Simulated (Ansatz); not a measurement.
# C₂H₆AlNS: one species, many methods

The task here is to estimate one member of a computed series from the others.

Computed with Ansatz 0.2.0, Gaussian basis. Level: functionals in def2-TZVPP, the program's frozen cores in correlated methods.

The runs, in order: PBE-D4, r2SCAN-D4, PBE0-D4, B3LYP-D4, ωB97X-V, ωB97M-V, B2PLYP; CCSD(T)/def2-TZVPP; MP2/def2-QZVPP; extrapolation to the limit.

### The geometry

The geometry comes from an earlier relaxation with PBE0-D4 in a triple-zeta def2 set; it is a stationary point, not always the lowest conformer.

11 atoms, charge 0, spin multiplicity 1.

Atoms are counted from 1 here; the program's logs count them from 0.

Bond lengths: C1–C2 1.488 Å, C1–H6 1.091 Å, C1–H7 1.092 Å, C1–H8 1.092 Å, C2–N3 1.302 Å, C2–S4 1.716 Å, N3–Al5 1.938 Å, N3–H9 1.011 Å, S4–Al5 2.358 Å, Al5–H10 1.587 Å, Al5–H11 1.587 Å. Angles: C2–C1–H6 111.7°, C2–C1–H7 109.6°, C2–C1–H8 109.5°, H6–C1–H7 109.4°, H6–C1–H8 109.4°, H7–C1–H8 107.1°, C1–C2–N3 123.9°, C1–C2–S4 121.7°, N3–C2–S4 114.5°, C2–N3–Al5 99.4°, C2–N3–H9 118.0°, Al5–N3–H9 142.6°, C2–S4–Al5 74.1°, N3–Al5–S4 72.0°, N3–Al5–H10 112.4°, N3–Al5–H11 112.4°, S4–Al5–H10 113.7°, S4–Al5–H11 113.7° and more.

Geometry (Å):

```csv
atom,x (Å),y (Å),z (Å)
C1,-1.4493,-0.7429,0.8659
C2,-0.3897,0.0169,0.1484
N3,0.7892,-0.4643,-0.1254
S4,-0.6426,1.6267,-0.3880
Al5,1.5556,1.0677,-1.0317
H6,-1.1173,-1.7484,1.1289
H7,-2.3407,-0.8077,0.2389
H8,-1.7328,-0.2059,1.7733
H9,0.9947,-1.4095,0.1672
H10,2.6760,1.7841,-0.1653
H11,1.7222,0.8263,-2.5915
```

Set-up of the first run:

in.yaml reads:

```yaml
crystal:
  periodic: [false, false, false]
  atoms:
    - {symbol: C, position_ang: [-1.449321, -0.742919, 0.865911]}
    - {symbol: C, position_ang: [-0.389669, 0.016855, 0.148362]}
    - {symbol: N, position_ang: [0.789222, -0.464325, -0.125413]}
    - {symbol: S, position_ang: [-0.642635, 1.626670, -0.388003]}
    - {symbol: Al, position_ang: [1.555606, 1.067725, -1.031671]}
    - {symbol: H, position_ang: [-1.117299, -1.748362, 1.128867]}
    - {symbol: H, position_ang: [-2.340703, -0.807745, 0.238937]}
    - {symbol: H, position_ang: [-1.732760, -0.205942, 1.773251]}
    - {symbol: H, position_ang: [0.994720, -1.409545, 0.167162]}
    - {symbol: H, position_ang: [2.676003, 1.784097, -0.165343]}
    - {symbol: H, position_ang: [1.722236, 0.826292, -2.591461]}
basis:
  gaussian: {orbitals: def2-TZVPP}
hamiltonian: {xc: pbe, dispersion: d4}
output: {forces: true, orbitals: {seedname: orbitals}}
```

On the command line:

```bash
$ ansatz run in.yaml --threads 4 --pin off --events-out ev --progress --plain --max-ram 10444MiB
```

Among the steps run: PBE-D4 (GGA); r2SCAN-D4 (meta-GGA); PBE0-D4 (hybrid); B3LYP-D4 (hybrid); ωB97X-V (range-separated); ωB97M-V (range-separated); B2PLYP (double hybrid); CCSD(T) in def2-TZVPP; MP2 in def2-QZVPP.

One of the session's tables, all rows but one given; the rest of the session is left out.

It belongs to the step «Atomisation energies». 

| method | atomisation energy (kJ/mol) |
| --- | --- |
| PBE-D4 | 4109.3 |
| r2SCAN-D4 | ? |
| PBE0-D4 | 4034.8 |
| B3LYP-D4 | 4019.1 |
| ωB97X-V | 4039.0 |
| ωB97M-V | 4037.7 |
| B2PLYP | 3969.0 |
| HF/def2-TZVPP | 2876.3 |
| MP2/def2-TZVPP | 3960.9 |
| CCSD/def2-TZVPP | 3829.5 |
| CCSD(T)/def2-TZVPP | 3899.6 |
| MP2/CBS | 4074.5 |
| CCSD(T)/CBS | 4013.2 |

Q: Estimate the row for r2SCAN-D4 from the others.

As computed: atomisation energy (kJ/mol): 4036.3. In the column «atomisation energy (kJ/mol)» it lies between PBE0-D4 (4034.8) and ωB97M-V (4037.7).

Limits of these values: Free atoms (2 C, 1 N, 1 S, 1 Al, 6 H) were run apart at each level; the atomisation energy is their sum less the molecule, without zero-point or spin-orbit terms.
